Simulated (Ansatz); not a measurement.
**The potassium atom: small, medium and large basis sets**

An exercise on one series of results from a longer session: the logs are not shown, and one member is left open.

Method: one geometry, several basis sets; program: Ansatz 0.2.0, Gaussian basis.

Levels to be run: PBE0/def2-SVP; ωB97M-V/def2-SVP; PBE0/def2-QZVPP; ωB97M-V/def2-QZVPP; the functionals' def2-TZVPP values are taken from earlier runs.

## The atom

SMILES `[K]`, 1 atom, charge 0, spin multiplicity 2.

Set-up of the first run:

in.yaml

```yaml
crystal:
  periodic: [false, false, false]
  atoms:
    - {symbol: K, position_ang: [0.000000, 0.000000, 0.000000]}
basis:
  gaussian: {orbitals: def2-SVP}
magnetization: {spin_polarized: true, initial_magnetization: 1}
hamiltonian: {xc: pbe0}
output: {orbitals: {seedname: orbitals}}
```

Among the steps run: PBE0 in def2-SVP; ωB97M-V in def2-SVP; PBE0 in def2-QZVPP; ωB97M-V in def2-QZVPP.

One table of the session follows, with a row left open; its other results are not shown here.

It belongs to the step «Density functionals: the series». 

| functional | basis | HOMO (eV) |
| --- | --- | --- |
| PBE0 | def2-SVP | -2.99 |
| PBE0 | def2-TZVPP | -2.99 |
| PBE0 | def2-QZVPP | -2.98 |
| ωB97M-V | def2-SVP | -4.01 |
| ωB97M-V | def2-TZVPP | ? |
| ωB97M-V | def2-QZVPP | -4.07 |

Q: Estimate the row for ωB97M-V, def2-TZVPP from the others.

The run gave: HOMO (eV): -4.06. In the column «HOMO (eV)» it lies between ωB97M-V, def2-QZVPP (-4.07) and ωB97M-V, def2-SVP (-4.01).
